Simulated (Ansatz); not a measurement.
MnRu:

```
Ru Mn
1.0
     2.62522    0.00000    0.00000
    -1.31261    2.27351    0.00000
     0.00000    0.00000    4.06551
Ru Mn
1 1
Direct
  0.33333 0.66667 0.00000
  0.66667 0.33333 0.50000
```

The cell comes from a database or a generator and needn't be the stable form of this composition.

| Item | Value |
| --- | --- |
| Program | Ansatz 0.2.0 |
| Task | relaxation of cell and atoms |
| Functional | PBE |
| Potentials or basis | all-electron LAPW, scalar-relativistic |
| Basis error allowed | 0.001 eV/atom |
| k mesh | 12 × 12 × 7 |
| Occupations | methfessel-paxton, width 0.1 eV |
| Spin | collinear spin, random start |
| Starting moments | [-0.71, -4.58] μB |
| Hubbard terms | Mn d U = 4.8 eV, Ru d U = 0.5 eV |

At the start: volume 12.13 Å³/atom.

Task: Where does the relaxation end?

Result: Over 8 steps the energy falls by 515.7 meV/atom and the volume is 15.56 Å³/atom (+28.3 %); space group P-6m2 (No. 187, to 0.05 Å); moment 3.99 μB per cell.

Step by step:
```tsv
step	energy change (eV)	largest force (eV/Å)	volume (Å³)
1	0.0000	0.0000	24.26
2	-0.8415	0.0000	27.80
3	-1.0112	0.0000	29.98
4	-1.0306	0.0000	30.91
5	-1.0313	0.0000	31.11
6	-1.0313	0.0000	31.13
7	-1.0314	0.0000	31.13
8	-1.0314	0.0000	31.13
```

Final structure:
```
Ru Mn
1.0
     2.84411    0.00000    0.00000
    -1.42206    2.46308    0.00000
     0.00000    0.00000    4.44316
Ru Mn
1 1
Direct
  0.33333 0.66667 0.00000
  0.66667 0.33333 0.50000
```

Caveat: the magnetic state may not be the lowest; the electronic state changed during the relaxation; the volume moved by over 15 % at a fixed basis, so the end points are rough; U is the effective U less J, on atomic orbitals that reach past the spheres; the U is typed as a test and isn't derived for this compound; the starting moments weren't kept.
